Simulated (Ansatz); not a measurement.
# SbH₃O₂ (SMILES [OH][SbH][OH]): functionals against CCSD(T) at one geometry

An exercise on one series of results from a longer session: the logs are not shown, and one member is left open.

Computed with Ansatz 0.2.0, Gaussian basis. Level: single points in def2-TZVPP.

Cores are frozen in the correlated methods. Filled d shells of the heavier atoms are correlated. Core potentials replace the inner electrons past krypton, and spin-orbit coupling is left out.

## Starting geometry

SMILES `[OH][SbH][OH]`, 6 atoms, charge 0, spin multiplicity 1.

Atoms are counted from 1 here; the program's logs count them from 0.

Bond lengths: O1–Sb2 2.029 Å, O1–H4 1.227 Å, Sb2–O3 2.208 Å, Sb2–H5 1.789 Å, O3–H6 0.837 Å. Angles: Sb2–O1–H4 106.8°, O1–Sb2–O3 86.5°, O1–Sb2–H5 95.3°, O3–Sb2–H5 91.0°, Sb2–O3–H6 99.5°.

As a file:

```xyz
6
charge 0, multiplicity 1
O    -1.01270   -0.73290   -0.12690
Sb    0.57880    0.26970   -0.88790
O     1.56000   -0.08660    1.05760
H    -1.77240   -0.95530   -1.06420
H     0.03010    1.88560   -0.34940
H     0.92410   -0.44180    1.47020
```

The first run:

The input, run/in.yaml:

```yaml
crystal:
  periodic: [false, false, false]
  atoms:
    - {symbol: O, position_ang: [-1.012700, -0.732900, -0.126900]}
    - {symbol: Sb, position_ang: [0.578800, 0.269700, -0.887900]}
    - {symbol: O, position_ang: [1.560000, -0.086600, 1.057600]}
    - {symbol: H, position_ang: [-1.772400, -0.955300, -1.064200]}
    - {symbol: H, position_ang: [0.030100, 1.885600, -0.349400]}
    - {symbol: H, position_ang: [0.924100, -0.441800, 1.470200]}
basis:
  gaussian: {orbitals: def2-TZVPP}
correlation: {method: ccsd_t}
output: {forces: true}
```

The command line of these runs was not kept.

Steps of the session up to this table: CCSD(T)/def2-TZVPP; PBE0-D4/def2-TZVPP; wB97M-V/def2-TZVPP; r2SCAN-D4/def2-TZVPP; PBE-D4/def2-TZVPP; r2SCAN0-D4/def2-TZVPP; HSE06-D4/def2-TZVPP.

One table of the session follows, with a row left open; its other results are not shown here.

```
    method  RMS force component (eV/Å)  angle to CCSD(T) forces (°)  dipole (D)
   CCSD(T)                       4.185                    reference        4.02
   PBE0-D4                       4.196                          1.5        4.13
   wB97M-V                           ?                            ?           ?
 r2SCAN-D4                       4.160                          1.4        3.98
    PBE-D4                       4.201                          4.6        3.88
r2SCAN0-D4                       4.176                          3.2        4.21
  HSE06-D4                       4.198                          1.4        4.12
```

**Question.** Estimate the row for wB97M-V.

The run gave: RMS force component (eV/Å): 4.214; angle to CCSD(T) forces (°): 1.5; dipole (D): 4.25. In the column «RMS force component (eV/Å)» it is the highest.
